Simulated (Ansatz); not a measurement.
# Mg8Zn3O12: the cost of one run

Program: Ansatz 0.2.0. Level of theory: DFT PBEsol, scalar-relativistic, plane waves, PAW. These are calculated values, not measurements.

2 further runs of the same task are left out: 1 that didn't finish, 1 set aside as unsound or not needed.

### Step 1. Starting point

Symmetry: P-3m1, No. 164, trigonal system. Conventional cell: a = 5.994 Å, b = 5.994 Å, c = 7.307 Å, α = 90.00°, β = 90.00°, γ = 120.00°. Mg (site symmetry m) is surrounded by 6 O at 2.10 to 2.11 Å. Mg (site symmetry 3m) is surrounded by 6 O at 2.10 to 2.11 Å. Zn (site symmetry 2/m) has 6 O at 2.14 Å as nearest neighbours. O (site symmetry m) is surrounded by 3 Mg at 2.10 Å and 2 Zn at 2.14 Å. Around O (site symmetry 3m) lie 3 Mg at 2.10 Å and 3 Zn at 2.14 Å. O (site symmetry 2/m) has 6 Mg at 2.11 Å as nearest neighbours. O (site symmetry -3m) is surrounded by 6 Mg at 2.11 Å.

The input asks for a charge of -2 e on the cell.

Coordinates:

```cif
data_structure
_symmetry_space_group_name_H-M 'P-3m1'
_symmetry_Int_Tables_number 164
_cell_length_a 5.9937
_cell_length_b 5.9937
_cell_length_c 7.3067
_cell_angle_alpha 90.000
_cell_angle_beta 90.000
_cell_angle_gamma 120.000
_cell_volume 227.32
loop_
_atom_site_label
_atom_site_type_symbol
_atom_site_symmetry_multiplicity
_atom_site_Wyckoff_symbol
_atom_site_fract_x
_atom_site_fract_y
_atom_site_fract_z
_atom_site_occupancy
Mg1 Mg 6 i 0.83333 0.66667 0.66632 1
Mg2 Mg 2 d 0.33333 0.66667 0.66632 1
Zn1 Zn 3 e 0.50000 0.00000 0.00000 1
O1 O 6 i 0.83333 0.66667 0.17119 1
O2 O 2 d 0.33333 0.66667 0.17119 1
O3 O 3 f 0.50000 0.50000 0.50000 1
O4 O 1 b 0.00000 0.00000 0.50000 1
```

It goes back to an entry of the Materials Project, which need not be the stable form.

It is built from the cell relaxed beforehand with the same method (9.47 Å³/atom).

### Step 2. Setting up the jump

The supercell lacks one Zn atom, at fractional position (0.000, 0.000, 0.000), and holds 23 atoms and a charge of -2 e on a uniform background. Atom 9 (Zn), 3.00 Å away, is to jump into the empty site. The cell is fixed.

### Step 3. Relaxing around the vacancy

Input file input.yaml:

```yaml
crystal:
  lattice:
    - [2.9968604837, -5.1907146209, 0.0]
    - [-5.9937209673, 0.0, 0.0]
    - [0.0, 0.0, -7.30669302]
  atoms:
    - { symbol: Mg, position: [0.1666666667, 0.3333333333, 0.333682578] }
    - { symbol: Mg, position: [0.6666666667, 0.3333333333, 0.333682578] }
    - { symbol: Mg, position: [0.1666666667, 0.8333333333, 0.333682578] }
    - { symbol: Mg, position: [0.6666666667, 0.8333333333, 0.333682578] }
    - { symbol: Mg, position: [0.3333333333, 0.1666666667, 0.666317422] }
    - { symbol: Mg, position: [0.8333333333, 0.1666666667, 0.666317422] }
    - { symbol: Mg, position: [0.3333333333, 0.6666666667, 0.666317422] }
    - { symbol: Mg, position: [0.8333333333, 0.6666666667, 0.666317422] }
    - { symbol: Zn, position: [0.5, 0.0, 1.0] }
    - { symbol: Zn, position: [0.0, 0.5, 1.0] }
    - { symbol: Zn, position: [0.5, 0.5, 1.0] }
    - { symbol: O, position: [0.1666666667, 0.3333333333, 0.8288052119] }
    - { symbol: O, position: [0.6666666667, 0.3333333333, 0.8288052119] }
    - { symbol: O, position: [0.1666666667, 0.8333333333, 0.8288052119] }
    - { symbol: O, position: [0.6666666667, 0.8333333333, 0.8288052119] }
    - { symbol: O, position: [0.3333333333, 0.1666666667, 0.1711947881] }
    - { symbol: O, position: [0.8333333333, 0.1666666667, 0.1711947881] }
    - { symbol: O, position: [0.3333333333, 0.6666666667, 0.1711947881] }
    - { symbol: O, position: [0.8333333333, 0.6666666667, 0.1711947881] }
    - { symbol: O, position: [0.0, 0.5, 0.5] }
    - { symbol: O, position: [0.5, 0.5, 0.5] }
    - { symbol: O, position: [0.0, 1.0, 0.5] }
    - { symbol: O, position: [0.5, 1.0, 0.5] }
total_charge: -2
basis:
  ecutwfc: 420
kpoints:
  mp_grid: { grid: [6, 6, 4] }
hamiltonian:
  xc: pbesol
scf:
  occupations: { method: gaussian, width: 0.05 }
output:
  forces: true
  stress: true
  eigenvalues: true
  write_density: true
  write_potential: true
  elf: true
  volumetric_format: npy
relax:
  adjacent_minimum: "off"
  f_tol: 0.02
  max_steps: 50
```

Command:

```
$ ansatz run input.yaml --threads 4 --pin off --max-ram 9216MiB --backend cpu --events-out ev --progress --plain --runs-dir out
```

What time and memory should one allow on 4 threads of Arm Neoverse V2, shared host?

About 80 s, with a peak of 1.1 GiB.
